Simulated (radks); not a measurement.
# Ionisation of Pt⁺: one atom, several choices of functional

One table from this session's results is given with a row withheld; the runs are named, their logs left out.

The numbers are computed with radks (a radial shooting solver on a logarithmic mesh, Libxc functionals) version 1 (scalar-relativistic Kohn-Sham, spin-unpolarised, spherical densities, point nucleus), except any that are marked as measured or tabulated.

4 further runs of the same task are left out: 4 set aside as unsound or not needed.

## Starting point

| Item | Value |
| --- | --- |
| element | platinum (Z = 78) |
| charge | +1 |
| electrons | 77 |
| configuration | [Xe] 4f14 5d9 |
| ion | Pt²⁺, [Xe] 4f14 5d8 |
| choices | LDA (Slater exchange, Perdew-Wang correlation); revPBE; AM05; exchange-only LDA; exchange-only B88; PBE; HCTH/407; XLYP; BP86 |

Outer shells as boxes (Hund's rule):

Pt⁺
```
[Xe] core
4f [↑↓][↑↓][↑↓][↑↓][↑↓][↑↓][↑↓]
5d [↑↓][↑↓][↑↓][↑↓][↑ ]
```

Pt²⁺
```
[Xe] core
4f [↑↓][↑↓][↑↓][↑↓][↑↓][↑↓][↑↓]
5d [↑↓][↑↓][↑↓][↑ ][↑ ]
```

Set-up of the first run:

The run's settings:

```text
Z 78
configuration [Xe] 4f14 5d9
relativity scalar-relativistic
functional lda,pw
spin unpolarised
nucleus point
c 137.035999084
```

Steps of the session up to this table: LDA (Slater exchange, Perdew-Wang correlation): Pt⁺; LDA (Slater exchange, Perdew-Wang correlation): Pt²⁺; revPBE: Pt⁺; revPBE: Pt²⁺; AM05: Pt⁺; AM05: Pt²⁺; exchange-only LDA: Pt⁺; exchange-only LDA: Pt²⁺; exchange-only B88: Pt⁺; exchange-only B88: Pt²⁺; PBE: Pt⁺; PBE: Pt²⁺; HCTH/407: Pt⁺; HCTH/407: Pt²⁺; XLYP: Pt⁺; XLYP: Pt²⁺; BP86: Pt⁺; BP86: Pt²⁺.

One of the session's tables, all rows but one given; the rest of the session is left out.

| functional | Δ-SCF (eV) | −ε(HOMO) (eV) | <r> HOMO (bohr) |
| --- | --- | --- | --- |
| LDA (Slater exchange, Perdew-Wang correlation) | ? | ? | ? |
| revPBE | 19.880 | 14.217 | 1.644 |
| AM05 | 19.978 | 14.309 | 1.643 |
| exchange-only LDA | 18.838 | 13.243 | 1.661 |
| exchange-only B88 | 18.903 | 13.304 | 1.660 |
| PBE | 19.966 | 14.304 | 1.646 |
| HCTH/407 | 20.279 | 14.565 | 1.631 |
| XLYP | 19.906 | 14.258 | 1.654 |
| BP86 | 20.094 | 14.438 | 1.645 |

**Question.** Estimate the row for LDA (Slater exchange, Perdew-Wang correlation).

The run gave: Δ-SCF (eV): 20.260; −ε(HOMO) (eV): 14.593; <r> HOMO (bohr): 1.647. In the column «Δ-SCF (eV)» it lies between BP86 (20.094) and HCTH/407 (20.279).

Spin polarisation and multiplet splitting are left out, so open shells lie too high by an amount that depends on their filling. Spin-orbit splitting is averaged out at the scalar-relativistic level.
